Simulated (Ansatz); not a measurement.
# CH5FS2Si: how energies converge with the basis set

Aim: see how fast density functionals converge with the basis set for CH5FS2Si.

The runs use Ansatz 0.2.0, Gaussian basis; one geometry, several basis sets.

Plan: PBE0-D4/def2-SVP; ωB97M-V/def2-SVP; PBE0-D4/def2-QZVPP; ωB97M-V/def2-QZVPP; the functionals' def2-TZVPP values are taken from earlier runs.

### Step 1. The relaxed structure

All runs share one geometry, relaxed beforehand with PBE0-D4 in a triple-zeta def2 set.

SMILES `CS[SiH](F)S`, 10 atoms, charge 0, spin multiplicity 1.

Atoms are counted from 1 here; the program's logs count them from 0.

Bond lengths: C1–S2 1.819 Å, C1–H6 1.089 Å, C1–H7 1.088 Å, C1–H8 1.089 Å, S2–Si3 2.100 Å, Si3–F4 1.599 Å, Si3–S5 2.125 Å, Si3–H9 1.477 Å, S5–H10 1.345 Å. Angles: S2–C1–H6 106.2°, S2–C1–H7 111.1°, S2–C1–H8 110.6°, H6–C1–H7 109.4°, H6–C1–H8 109.3°, H7–C1–H8 110.2°, C1–S2–Si3 101.3°, S2–Si3–F4 113.1°, S2–Si3–S5 109.1°, S2–Si3–H9 106.8°, F4–Si3–S5 107.0°, F4–Si3–H9 107.1°, S5–Si3–H9 113.9°, Si3–S5–H10 93.8°.

### Step 2. PBE0-D4 in def2-SVP

Input file in.yaml:

```yaml
crystal:
  periodic: [false, false, false]
  atoms:
    - {symbol: C, position_ang: [-1.286961, -0.048124, 1.245614]}
    - {symbol: S, position_ang: [0.096725, 1.126704, 1.122541]}
    - {symbol: Si, position_ang: [1.196328, 0.300737, -0.464701]}
    - {symbol: F, position_ang: [1.746096, -1.167567, -0.148398]}
    - {symbol: S, position_ang: [-0.059898, 0.137915, -2.170943]}
    - {symbol: H, position_ang: [-1.970766, 0.364139, 1.986355]}
    - {symbol: H, position_ang: [-1.803426, -0.145442, 0.292412]}
    - {symbol: H, position_ang: [-0.934977, -1.021309, 1.583056]}
    - {symbol: H, position_ang: [2.371934, 1.171370, -0.668340]}
    - {symbol: H, position_ang: [0.728143, -0.769723, -2.774496]}
basis:
  gaussian: {orbitals: def2-SVP}
hamiltonian: {xc: pbe0, dispersion: d4}
output: {orbitals: {seedname: orbitals}}
```

Run with:

```console
$ ansatz run in.yaml --threads 4 --pin off --events-out ev --progress --plain --max-ram 10444MiB
```

The runs that follow: ωB97M-V in def2-SVP; PBE0-D4 in def2-QZVPP; ωB97M-V in def2-QZVPP.

Q: Predict the results of all the runs planned. Wanted: PBE0-D4: double and triple zeta above quadruple; ωB97M-V: double and triple zeta above quadruple.

**Answer**, as computed:

| quantity | value |
| --- | --- |
| PBE0-D4: double and triple zeta above quadruple | 16.37, 1.15 eV |
| ωB97M-V: double and triple zeta above quadruple | 16.41, 1.09 eV |

In words: For PBE0-D4 the step from double to triple zeta gains 15.23 eV and the next only 1.15 eV. These are total energies; as a rule much of such shifts cancels in differences, which this series doesn't test. The LUMO of ωB97M-V is positive and keeps falling with the basis (2.38 to 1.25 eV): an unbound level that the basis holds in place.
